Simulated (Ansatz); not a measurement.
Working through a relaxation of the ions of Sc, space group P6_3/mmc

With Ansatz's Python interface.

Run as a notebook:

```python
import json

import ansatz as az
from ase import Atoms
from ase.io import write
import numpy as np
```

```python
atoms = Atoms(
    ["Sc", "Sc"],
    scaled_positions=[
        (1 / 3, 2 / 3, 0.25),
        (2 / 3, 1 / 3, 0.75),
    ],
    cell=[
        (3.309, 0.0, 0.0),
        (-1.6545, 2.86567806, 0.0),
        (0.0, 0.0, 5.2733),
    ],
    pbc=True,
)
atoms.rattle(stdev=0.05, seed=45)
system = az.Crystal.from_ase(atoms)
```

```python
[site.symbol for site in system.resolved().sites]
```

    ['Sc', 'Sc']

```python
calc = (
    system.calculation()
    .functional(az.Functional.PBESOL)
    .occupations("Fermi-Dirac", width=100 * az.meV)
    .kpoints(7, 7, 4)
    .relax(force_tolerance=0.02, max_steps=60)
)
res = calc.run(threads=1, pin="off", events_out="stream.ndjson")
with open("stream.ndjson") as stream:
    events = [json.loads(line) for line in stream]
steps = [e["data"] for e in events if e["event"] == "relax_step"]
report = res.report
```

    DeckWarning: basis.ecutwfc = 420 eV, auto-derived from the records' recommended cutoffs: set by Sc (normal level)

```python
[(site.symbol, site.position_frac.round(4).tolist()) for site in res.lattice.sites]
```

    [(<Element.SC: 'Sc'>, [0.3276, 0.6579, 0.2358]), (<Element.SC: 'Sc'>, [0.6609, 0.3245, 0.7358])]

```python
print("step   energy (eV)     max comp. (eV/A)  SCF")
for s in steps:
    print(f"{s['step']:4d} {s['lagrangian_ev']:15.5f} {s['allowed_force_max_ev_ang']:12.4f} {s['n_scf']:5d}")
```

    step   energy (eV)     max comp. (eV/A)  SCF
       1     -4222.75511       0.3572     6
       2     -4222.77796       0.0594     6
       3     -4222.77903       0.0002     6

```python
first, last = steps[0], steps[-1]
symbols = [site.symbol for site in res.lattice.sites]
print(f"energy gained {first['lagrangian_ev'] - last['lagrangian_ev']:.4f} eV in {len(steps) - 1} steps")
```

    energy gained 0.0239 eV in 2 steps

```python
relaxed = Atoms(symbols, positions=[site.position_ang for site in res.lattice.sites], cell=res.lattice.cell_ang, pbc=True)
write("relaxed.extxyz", relaxed, format="extxyz")
```

```python
moved = np.linalg.norm(np.array(last["positions_ang"]) - np.array(first["positions_ang"]), axis=1)
print("displacement by atom (A):", " ".join(f"{s}:{d:.3f}" for s, d in zip(symbols, moved)))
```

    displacement by atom (A): Sc:0.067 Sc:0.067

```python
print("%-22s %14.5f eV" % ("F = E - TS", report["free_energy_ev"]))
print("%-22s %14.5f eV" % ("E", report["internal_energy_ev"]))
print("%-22s %14.5f eV" % ("Harris-Foulkes", report["harris_foulkes_ev"]))
print("%-22s %14.5f eV" % ("Fermi level", report["fermi_energy_ev"]))
```

    F = E - TS                -4222.77903 eV
    E                         -4222.65449 eV
    Harris-Foulkes            -4222.77903 eV
    Fermi level                   8.99439 eV

```python
print(calc.to_python())
```

    (
        az.Lattice.of(((3.309, 0.0, 0.0), (-1.6545, 2.86567806, 0.0), (0.0, 0.0, 5.2733)))
        .atom("Sc", (0.33600289479148854, 0.6712087278468163, 0.24625333717484504))
        .atom("Sc", (0.6524859721843689, 0.31114604243577515, 0.7253771013382796))
        .calculation()
        .kpoints(7, 7, 4)
        .functional("pbesol")
        .occupations(method="fermi_dirac", width=0.1)
        .relax(force_tolerance=0.02, max_steps=60)
    )

It writes `relaxed.extxyz`:
```text
2
Lattice="3.309 0.0 0.0 -1.6545 2.86567806 0.0 0.0 0.0 5.2733" Properties=species:S:1:pos:R:3 pbc="T T T"
Sc      -0.00453046       1.88519796       1.24349266
Sc       1.65013415       0.92991456       3.88020613
```

Absolute energies stand on the zero of these potentials, so only differences at equal settings mean something. A total without «per atom» is that of the cell as typed. The mesh is modest for a metal, so energies can be off by several to tens of meV an atom and pressures by half a GPa or more; differences at equal mesh fare better. Only differences from the Fermi energy are physical; the zero of the scale is a convention. Energies along a relaxation are free energies. A last row that repeats the one before re-solves the same geometry more tightly. Warnings are shown shortened and without file and line. The whole script took 11 s on 1 thread of Arm Neoverse V1, on a shared host, peak memory 0.48 GiB.
